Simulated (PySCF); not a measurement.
# C2H5BNS−: magnetic properties

Aim: compute the magnetic properties of C2H5BNS− (`S=C1C[BH2-]N1`).

Computed with PySCF 2.14.0 and routines of our own; the level stands in each step. Atoms count from 0.

## Step 1: The starting structure

10 atoms, charge -1, multiplicity 1; geometry from: GFN2-xTB.

## Step 2: Geometry optimisation at PBE0-D3(BJ)/def2-SVP

What the job is given:

```
{"job": {"xc": "PBE0", "basis": "def2-SVP", "d3": "d3bj", "grid": 1, "kind": "geom"}, "charge": -1, "multiplicity": 1}
S      2.674429     0.212335     0.038951
C      1.010643     0.133138     0.033531
C      0.050942    -0.944934    -0.364966
B     -1.103461     0.152903     0.071832
N      0.146523     1.045712     0.396555
H      0.159752    -1.220741    -1.416593
H      0.183229    -1.850475     0.232040
H     -1.769488     0.616852    -0.818105
H     -1.743477    -0.102873     1.059671
H      0.399791     1.962736     0.744556
```

Started as:

```
OMP_NUM_THREADS=1 python excited_run.py task.json out
```

The driver reads the jobs from task.json and runs them one after another.

The program printed:

```text
step   0  E = -556.50302900  max force = 0.018590
step   1  E = -556.50571856  max force = 0.001607
step   2  E = -556.50573660  max force = 0.001195
step   3  E = -556.50573977  max force = 0.000269
optimisation converged
```

Wall time 5.9 s (1 thread of AMD EPYC 9R45, shared host); peak memory 0.52 GiB.

Along the way:

```
step  energy from step 0 (eV)  largest force component (eV/Å)
   0                   0.0000                          0.9559
   1                  -0.0732                          0.0826
   2                  -0.0737                          0.0614
   3                  -0.0738                          0.0138
```

Close pairs (by a distance rule), those that changed most:

```
 bond  before (Å)  after (Å)  change (Å)
B3–H7       1.205      1.242      +0.037
B3–H8       1.205      1.242      +0.037
C1–C2       1.497      1.519      +0.022
C1–N4       1.308      1.324      +0.016
C2–B3       1.652      1.666      +0.014
B3–N4       1.570      1.582      +0.012
S0–C1       1.666      1.677      +0.012
C2–H6       1.093      1.103      +0.010
```

The next job starts from the end point, and lists it.

| at the end point | value |
| --- | --- |
| point group (found at 0.08 Å tolerance) | Cs |
| rotational constants (GHz, main isotopes) | 11.674, 2.711, 2.274 |

## Step 3: Magnetic properties: GIAO PW91/aug-pcSseg-1

What the job is given:

```
{"job": {"kind": "mag", "xc": "PW91", "basis": "aug-pcSseg-1"}, "charge": -1, "multiplicity": 1}
S      2.474888     0.043766     0.034775
C      0.799229    -0.028856     0.031876
C     -0.197323    -1.102784    -0.368806
B     -1.362275     0.001919     0.074975
N     -0.088743     0.882861     0.398106
H     -0.095457    -1.377252    -1.432268
H     -0.071741    -2.019134     0.232312
H     -2.069768     0.463863    -0.835301
H     -2.043488    -0.275083     1.075845
H      0.186854     1.795836     0.747276
```

Level: GIAO PW91/aug-pcSseg-1 magnetisability, rotational g tensor and spin-rotation constants, non-relativistic, gas phase.

The program printed:

```text
coarse grid: 9048 points
cycle   1  E = -556.8218041600  dE =  4.260e-01  |g| = 6.016e-01  |ddm| = 4.352e+00
cycle   2  E = -556.5639892886  dE =  2.578e-01  |g| = 1.103e+00  |ddm| = 4.417e+00
cycle   3  E = -556.9383657379  dE = -3.744e-01  |g| = 1.556e-01  |ddm| = 3.983e+00
cycle   4  E = -556.9412055239  dE = -2.840e-03  |g| = 1.237e-01  |ddm| = 4.469e-01
cycle   5  E = -556.9453069079  dE = -4.101e-03  |g| = 2.672e-02  |ddm| = 2.605e-01
cycle   6  E = -556.9454658732  dE = -1.590e-04  |g| = 1.461e-02  |ddm| = 7.362e-02
cycle   7  E = -556.9455116732  dE = -4.580e-05  |g| = 4.502e-03  |ddm| = 3.056e-02
cycle   8  E = -556.9455176960  dE = -6.023e-06  |g| = 6.536e-04  |ddm| = 8.117e-03
final grid: 83224 points
cycle   9  E = -556.9846114075  dE = -3.303e-05  |g| = 1.085e-02  |ddm| = 2.548e-01
cycle  10  E = -556.9844180163  dE =  1.934e-04  |g| = 2.846e-02  |ddm| = 5.396e-02
cycle  11  E = -556.9846363773  dE = -2.184e-04  |g| = 3.549e-03  |ddm| = 4.376e-02
cycle  12  E = -556.9846401761  dE = -3.799e-06  |g| = 8.991e-04  |ddm| = 5.632e-03
cycle  13  E = -556.9846404086  dE = -2.325e-07  |g| = 2.819e-04  |ddm| = 1.955e-03
cycle  14  E = -556.9846404265  dE = -1.789e-08  |g| = 7.617e-05  |ddm| = 4.611e-04
cycle  15  E = -556.9846404279  dE = -1.361e-09  |g| = 1.737e-05  |ddm| = 1.388e-04
cycle  16  E = -556.9846404280  dE = -6.412e-11  |g| = 5.982e-06  |ddm| = 5.411e-05
converged SCF energy = -556.9846404280

Magnetisability tensor (1e-30 J/T^2)
     -990.83      -52.17      -19.33
      -52.17     -846.21       35.62
      -19.33       35.62     -922.28
isotropic -919.78   principal values   -1008.40   -936.34   -814.58
isotropic susceptibility -55.390 1e-6 cm^3/mol

Inertial axes            a          b          c
rot. const./GHz     11.6738     2.7110     2.2737
chi total           -59.904    -49.878    -56.388
chi diamagnetic    -200.695   -534.349   -621.588
chi paramagnetic    140.791    484.471    565.200
quadrupole/D A      -25.244     14.763     10.481
g nuclear            0.6641     0.5492     0.5565
g electronic        -0.7721    -0.6170    -0.6037
g total             -0.1081    -0.0679    -0.0473

Spin-rotation constants (kHz, H = +C I.J)
atom  isotope        aa         bb         cc
  3    11B        2.336      0.456      0.376
  4    14N        1.734      0.436      0.182
  5     1H       -1.206     -0.068     -0.006
  6     1H       -1.206     -0.069     -0.005
  7     1H       -0.278     -0.187      0.026
  8     1H       -0.275     -0.187      0.025
  9     1H       -0.785      0.325     -0.265
  0    33S*       3.034      1.132      0.657
  1    13C*       5.568      1.770      0.532
  2    13C*       1.817      0.588      0.432
* in the singly substituted isotopologue
```

Run time: 16 s. Hardware: 1 thread of AMD EPYC 9R45, shared host; peak memory 0.56 GiB.

Key values:

```
              quantity                      value
       magnetisability            -920·10⁻³⁰ J/T²
  molar susceptibility         -55.4·10⁻⁶ cm³/mol
rotational g (a, b, c)  -0.1081, -0.0679, -0.0473
```

## Step 4: Magnetic properties: GIAO HF/aug-pcSseg-1

Settings changed since step 3:

```diff
@@ -1,2 +1,2 @@
-{"job": {"kind": "mag", "xc": "PW91", "basis": "aug-pcSseg-1"}, "charge": -1, "multiplicity": 1}
+{"job": {"kind": "mag", "xc": "HF", "basis": "aug-pcSseg-1"}, "charge": -1, "multiplicity": 1}
 S      2.474888     0.043766     0.034775
```

Level: GIAO HF/aug-pcSseg-1 magnetisability, rotational g tensor and spin-rotation constants, non-relativistic, gas phase.

The program printed:

```text
final grid: 83224 points
cycle   1  E = -555.2071648318  dE =  9.397e-01  |g| = 4.965e-01  |ddm| = 3.991e+00
cycle   2  E = -555.2751910156  dE = -6.803e-02  |g| = 2.673e-01  |ddm| = 1.234e+00
cycle   3  E = -555.2932091887  dE = -1.802e-02  |g| = 7.198e-02  |ddm| = 5.611e-01
cycle   4  E = -555.2951788318  dE = -1.970e-03  |g| = 1.843e-02  |ddm| = 1.888e-01
cycle   5  E = -555.2953286482  dE = -1.498e-04  |g| = 5.231e-03  |ddm| = 5.649e-02
cycle   6  E = -555.2953506667  dE = -2.202e-05  |g| = 1.867e-03  |ddm| = 2.230e-02
cycle   7  E = -555.2953540592  dE = -3.393e-06  |g| = 8.161e-04  |ddm| = 8.684e-03
cycle   8  E = -555.2953544573  dE = -3.981e-07  |g| = 2.889e-04  |ddm| = 2.579e-03
cycle   9  E = -555.2953545255  dE = -6.818e-08  |g| = 9.782e-05  |ddm| = 1.300e-03
cycle  10  E = -555.2953545321  dE = -6.651e-09  |g| = 3.735e-05  |ddm| = 3.670e-04
cycle  11  E = -555.2953545335  dE = -1.375e-09  |g| = 1.375e-05  |ddm| = 1.877e-04
cycle  12  E = -555.2953545337  dE = -2.076e-10  |g| = 4.903e-06  |ddm| = 8.841e-05
converged SCF energy = -555.2953545337

Magnetisability tensor (1e-30 J/T^2)
    -1029.89      -50.34      -18.48
      -50.34     -875.38       35.73
      -18.48       35.73     -951.79
isotropic -952.35   principal values   -1045.51   -965.87   -845.68
isotropic susceptibility -57.352 1e-6 cm^3/mol

Inertial axes            a          b          c
rot. const./GHz     11.6738     2.7110     2.2737
chi total           -62.247    -51.643    -58.166
chi diamagnetic    -200.077   -534.836   -621.195
chi paramagnetic    137.830    483.193    563.029
quadrupole/D A      -25.997     15.887     10.110
g nuclear            0.6641     0.5492     0.5565
g electronic        -0.7559    -0.6154    -0.6014
g total             -0.0919    -0.0663    -0.0450

Spin-rotation constants (kHz, H = +C I.J)
atom  isotope        aa         bb         cc
  3    11B        2.038      0.382      0.334
  4    14N        1.704      0.417      0.146
  5     1H       -1.237     -0.078     -0.015
  6     1H       -1.237     -0.079     -0.015
  7     1H       -0.309     -0.189      0.019
  8     1H       -0.306     -0.189      0.018
  9     1H       -0.909      0.303     -0.253
  0    33S*       1.973      1.064      0.553
  1    13C*       6.370      1.942      0.438
  2    13C*       1.527      0.506      0.371
* in the singly substituted isotopologue
```

Run time: 5.1 s. Hardware: 1 thread of AMD EPYC 9R45, shared host; peak memory 0.76 GiB.

From this job:

```
              quantity                      value
       magnetisability            -952·10⁻³⁰ J/T²
  molar susceptibility         -57.4·10⁻⁶ cm³/mol
rotational g (a, b, c)  -0.0919, -0.0663, -0.0450
```

## Step 5: Magnetic properties: GIAO B3LYP/pcseg-1

Settings changed since step 4:

```diff
@@ -1,2 +1,2 @@
-{"job": {"kind": "mag", "xc": "HF", "basis": "aug-pcSseg-1"}, "charge": -1, "multiplicity": 1}
+{"job": {"kind": "mag", "xc": "B3LYP", "basis": "pcseg-1"}, "charge": -1, "multiplicity": 1}
 S      2.474888     0.043766     0.034775
```

Level: GIAO B3LYP/pcseg-1 magnetisability, rotational g tensor and spin-rotation constants, non-relativistic, gas phase.

The program printed:

```text
coarse grid: 9048 points
cycle   1  E = -556.9434639498  dE =  5.014e-01  |g| = 4.843e-01  |ddm| = 3.253e+00
cycle   2  E = -556.9302707439  dE =  1.319e-02  |g| = 5.726e-01  |ddm| = 1.493e+00
cycle   3  E = -557.0210966348  dE = -9.083e-02  |g| = 7.350e-02  |ddm| = 7.107e-01
cycle   4  E = -557.0222717863  dE = -1.175e-03  |g| = 3.394e-02  |ddm| = 1.077e-01
cycle   5  E = -557.0225208212  dE = -2.490e-04  |g| = 1.096e-02  |ddm| = 3.758e-02
cycle   6  E = -557.0225485763  dE = -2.776e-05  |g| = 2.977e-03  |ddm| = 1.306e-02
cycle   7  E = -557.0225503277  dE = -1.751e-06  |g| = 1.389e-03  |ddm| = 4.685e-03
final grid: 83224 points
cycle   8  E = -557.0570784087  dE = -1.208e-05  |g| = 7.489e-03  |ddm| = 1.746e-02
cycle   9  E = -557.0570402153  dE =  3.819e-05  |g| = 1.417e-02  |ddm| = 2.295e-02
cycle  10  E = -557.0570919918  dE = -5.178e-05  |g| = 1.332e-03  |ddm| = 1.707e-02
cycle  11  E = -557.0570925365  dE = -5.448e-07  |g| = 1.854e-04  |ddm| = 1.860e-03
cycle  12  E = -557.0570925417  dE = -5.188e-09  |g| = 1.150e-04  |ddm| = 3.425e-04
cycle  13  E = -557.0570925451  dE = -3.434e-09  |g| = 3.112e-05  |ddm| = 1.407e-04
cycle  14  E = -557.0570925454  dE = -2.399e-10  |g| = 6.638e-06  |ddm| = 3.679e-05
converged SCF energy = -557.0570925454

Magnetisability tensor (1e-30 J/T^2)
     -969.11      -53.10      -19.95
      -53.10     -847.99       33.19
      -19.95       33.19     -918.66
isotropic -911.92   principal values    -989.88   -931.79   -814.09
isotropic susceptibility -54.917 1e-6 cm^3/mol

Inertial axes            a          b          c
rot. const./GHz     11.6738     2.7110     2.2737
chi total           -58.603    -50.035    -56.113
chi diamagnetic    -198.218   -532.194   -619.072
chi paramagnetic    139.615    482.160    562.959
quadrupole/D A      -25.405     15.150     10.254
g nuclear            0.6641     0.5492     0.5565
g electronic        -0.7657    -0.6141    -0.6014
g total             -0.1016    -0.0649    -0.0449

Spin-rotation constants (kHz, H = +C I.J)
atom  isotope        aa         bb         cc
  3    11B        2.143      0.411      0.359
  4    14N        1.652      0.415      0.162
  5     1H       -1.231     -0.079     -0.013
  6     1H       -1.231     -0.080     -0.013
  7     1H       -0.288     -0.190      0.023
  8     1H       -0.285     -0.190      0.022
  9     1H       -0.835      0.299     -0.269
  0    33S*       3.040      1.098      0.605
  1    13C*       5.523      1.784      0.488
  2    13C*       1.602      0.543      0.390
* in the singly substituted isotopologue
```

Run time: 4.1 s. Hardware: 1 thread of AMD EPYC 9R45, shared host; peak memory 0.54 GiB.

From this job:

```
              quantity                      value
       magnetisability            -912·10⁻³⁰ J/T²
  molar susceptibility         -54.9·10⁻⁶ cm³/mol
rotational g (a, b, c)  -0.1016, -0.0649, -0.0449
```

[end of part 1 of 2]
